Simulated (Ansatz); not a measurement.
# CH8S2Si2: up Jacob's ladder to CCSD(T)

The task here is to estimate one member of a computed series from the others.

Computed with Ansatz 0.2.0, Gaussian basis. Level: functionals in def2-TZVPP, the program's frozen cores in correlated methods.

Levels to be run: PBE-D4, r2SCAN-D4, PBE0-D4, B3LYP-D4, ωB97X-V, ωB97M-V, B2PLYP; CCSD(T)/def2-TZVPP; MP2/def2-QZVPP; extrapolation to the limit.

**The geometry**

All runs share one geometry, relaxed beforehand with PBE0-D4 in a triple-zeta def2 set.

13 atoms, charge 0, spin multiplicity 1.

Atoms are counted from 1 here; the program's logs count them from 0.

Bond lengths: C1–S2 1.800 Å, C1–H6 1.093 Å, C1–H7 1.089 Å, C1–H8 1.090 Å, S2–S3 2.058 Å, S3–Si4 2.151 Å, Si4–Si5 2.338 Å, Si4–H9 1.489 Å, Si4–H10 1.491 Å, Si5–H11 1.485 Å, Si5–H12 1.487 Å, Si5–H13 1.489 Å. Angles: S2–C1–H6 105.9°, S2–C1–H7 110.8°, S2–C1–H8 111.0°, H6–C1–H7 109.4°, H6–C1–H8 109.2°, H7–C1–H8 110.4°, C1–S2–S3 102.0°, S2–S3–Si4 97.1°, S3–Si4–Si5 110.9°, S3–Si4–H9 109.1°, S3–Si4–H10 105.8°, Si5–Si4–H9 111.9°, Si5–Si4–H10 110.6°, H9–Si4–H10 108.5°, Si4–Si5–H11 110.9°, Si4–Si5–H12 108.9°, Si4–Si5–H13 109.9°, H11–Si5–H12 109.3° and more.

The first run:

in.yaml

```yaml
crystal:
  periodic: [false, false, false]
  atoms:
    - {symbol: C, position_ang: [-2.500228, -0.115409, 1.102597]}
    - {symbol: S, position_ang: [-1.058956, -1.189243, 1.001101]}
    - {symbol: S, position_ang: [0.418303, 0.000933, 1.798947]}
    - {symbol: Si, position_ang: [1.030455, 0.936368, -0.039249]}
    - {symbol: Si, position_ang: [1.999525, -0.624301, -1.485415]}
    - {symbol: H, position_ang: [-3.333900, -0.694562, 0.698475]}
    - {symbol: H, position_ang: [-2.712189, 0.149359, 2.137681]}
    - {symbol: H, position_ang: [-2.362290, 0.782628, 0.500885]}
    - {symbol: H, position_ang: [-0.144381, 1.610090, -0.657534]}
    - {symbol: H, position_ang: [2.023430, 1.978961, 0.347164]}
    - {symbol: H, position_ang: [1.061313, -1.740010, -1.767145]}
    - {symbol: H, position_ang: [3.232436, -1.164936, -0.853763]}
    - {symbol: H, position_ang: [2.366880, 0.035423, -2.769046]}
basis:
  gaussian: {orbitals: def2-TZVPP}
hamiltonian: {xc: pbe, dispersion: d4}
output: {forces: true, orbitals: {seedname: orbitals}}
```

Started as:

```bash
ansatz run in.yaml --threads 4 --pin off --events-out ev --progress --plain --max-ram 10444MiB
```

Steps of the session up to this table: PBE-D4 (GGA); r2SCAN-D4 (meta-GGA); PBE0-D4 (hybrid); B3LYP-D4 (hybrid); ωB97X-V (range-separated); ωB97M-V (range-separated); B2PLYP (double hybrid); CCSD(T) in def2-TZVPP; MP2 in def2-QZVPP.

One of the session's tables, all rows but one given; the rest of the session is left out.

```
            method  atomisation energy (kJ/mol)
            PBE-D4                       4100.6
         r2SCAN-D4                       4087.4
           PBE0-D4                       4065.3
          B3LYP-D4                       4067.2
           ωB97X-V                       4109.7
           ωB97M-V                       4090.2
            B2PLYP                            ?
     HF/def2-TZVPP                       2985.7
    MP2/def2-TZVPP                       3959.5
   CCSD/def2-TZVPP                       3897.0
CCSD(T)/def2-TZVPP                       3954.3
           MP2/CBS                       4082.7
       CCSD(T)/CBS                       4077.5
```

Q: Estimate the row for B2PLYP from the others.

The run gave: atomisation energy (kJ/mol): 3998.3. In the column «atomisation energy (kJ/mol)» it lies between MP2/def2-TZVPP (3959.5) and PBE0-D4 (4065.3).

To keep in mind: Free atoms (1 C, 2 S, 2 Si, 8 H) were run apart at each level; the atomisation energy is their sum less the molecule, without zero-point or spin-orbit terms.
